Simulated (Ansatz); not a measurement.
# CH₅BFNS: a ladder of functionals and wavefunction methods

How much do the methods differ for CH₅BFNS? The plan is to run it at one geometry with functionals of several rungs and with coupled cluster, and see how far each lands from CCSD(T) at the basis-set limit for the atomisation energy.

Program: Ansatz 0.2.0, Gaussian basis. Level of theory: functionals in def2-TZVPP, the program's frozen cores in correlated methods. These are calculated values, not measurements.

Levels to be run: PBE-D4, r2SCAN-D4, PBE0-D4, B3LYP-D4, ωB97X-V, ωB97M-V, B2PLYP; CCSD(T)/def2-TZVPP; MP2/def2-QZVPP; extrapolation to the limit.

## (1) Structure used throughout

All runs share one geometry, relaxed beforehand with PBE0-D4 in a triple-zeta def2 set.

SMILES `CSB(N)F`, 10 atoms, charge 0, spin multiplicity 1.

Atoms are counted from 1 here; the program's logs count them from 0.

Bond lengths: C1–S2 1.810 Å, C1–H6 1.088 Å, C1–H7 1.089 Å, C1–H8 1.088 Å, S2–B3 1.816 Å, B3–N4 1.396 Å, B3–F5 1.341 Å, N4–H9 1.005 Å, N4–H10 1.003 Å. Angles: S2–C1–H6 110.9°, S2–C1–H7 106.7°, S2–C1–H8 110.9°, H6–C1–H7 109.2°, H6–C1–H8 109.8°, H7–C1–H8 109.2°, C1–S2–B3 101.2°, S2–B3–N4 121.5°, S2–B3–F5 119.7°, N4–B3–F5 118.8°, B3–N4–H9 121.7°, B3–N4–H10 123.5°, H9–N4–H10 114.8°.

## (2) PBE-D4 (GGA)

in.yaml reads:

```yaml
crystal:
  periodic: [false, false, false]
  atoms:
    - {symbol: C, position_ang: [-0.936395, 0.268791, 1.660903]}
    - {symbol: S, position_ang: [0.703008, 0.342911, 0.898027]}
    - {symbol: B, position_ang: [0.321451, -0.162460, -0.804273]}
    - {symbol: N, position_ang: [1.316700, -0.249135, -1.779754]}
    - {symbol: F, position_ang: [-0.942018, -0.460858, -1.140796]}
    - {symbol: H, position_ang: [-1.338589, -0.741726, 1.620782]}
    - {symbol: H, position_ang: [-0.809993, 0.563869, 2.701719]}
    - {symbol: H, position_ang: [-1.623412, 0.957969, 1.173524]}
    - {symbol: H, position_ang: [1.109597, -0.528452, -2.722607]}
    - {symbol: H, position_ang: [2.282650, -0.041908, -1.604726]}
basis:
  gaussian: {orbitals: def2-TZVPP}
hamiltonian: {xc: pbe, dispersion: d4}
output: {forces: true, orbitals: {seedname: orbitals}}
```

The run is started by

```
$ ansatz run in.yaml --threads 4 --pin off --events-out ev --progress --plain --max-ram 10444MiB
```

The runs that follow: r2SCAN-D4 (meta-GGA); PBE0-D4 (hybrid); B3LYP-D4 (hybrid); ωB97X-V (range-separated); ωB97M-V (range-separated); B2PLYP (double hybrid); CCSD(T) in def2-TZVPP; MP2 in def2-QZVPP.

Q: Predict the results of all the runs planned. Wanted: atomisation energy, CCSD(T)/CBS; farthest; mean size of error, hybrid; mean size of error, range-separated; gap, smallest and largest; T1 diagnostic; triples share of the correlation energy.

The runs gave:

| quantity | value |
| --- | --- |
| atomisation energy, CCSD(T)/CBS | 40.462 eV |
| functionals within 0.202 eV (0.5 %) | B3LYP-D4 |
| farthest | PBE-D4 (+1.120 eV) |
| mean size of error, hybrid | 0.239 eV |
| mean size of error, range-separated | 0.301 eV |
| gap, smallest and largest | 5.33 eV (PBE-D4), 11.82 eV (ωB97X-V) |
| T1 diagnostic | 0.0114 |
| triples share of the correlation energy | 3.7 % |

PBE-D4 is off by +1.120 eV. Double hybrids carry the basis error of their MP2 part in triple zeta, and no dispersion term here, so their miss is partly the set-up's. Misses under about 0.202 eV are within the doubt on the reference itself, which lacks core-valence correlation, relativity and higher excitations. Hartree-Fock recovers 73 % of the binding; the rest is correlation. Orbital gaps span 5.3 to 11.8 eV; exact exchange widens them.
